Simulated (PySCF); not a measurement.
# C2H6Cl2Se: the cost of one run

Computed with PySCF 2.14.0 and routines of our own; the level stands in each step. Atoms count from 0.

### 1 The system as given

11 atoms, charge 0, multiplicity 1; geometry from: GFN2-xTB.

### 2 Relaxing the molecule at PBE0-D3(BJ)/def2-SVP

Job settings and geometry (Å):

```
{"job": {"xc": "PBE0", "basis": "def2-SVP", "d3": "d3bj", "grid": 1, "maxiter": 30, "shake": 0.01, "kind": "geom"}, "charge": 0, "multiplicity": 1}
C     -1.216470    -0.506330     0.316590
Se    -0.079760     0.732770    -0.659780
C      1.485200    -0.477240    -0.344320
Cl    -1.954240     2.260710    -0.714540
Cl     0.716930     2.077590     0.781310
H     -1.001400    -1.492430     0.007760
H     -1.020220    -0.335860     1.372350
H     -2.253020    -0.216970     0.083460
H      1.378540    -1.347180    -0.943580
H      2.402210     0.047800    -0.629770
H      1.580340    -0.768680     0.714870
```

Launch:

```
OMP_NUM_THREADS=1 python heavy_run.py task.json out
```

This one command runs all jobs of the session in turn.

Q: Estimate the wall time and peak memory of this first job on 1 thread of Arm Neoverse V2, shared host.

About 72 s, with a peak of 0.54 GiB.
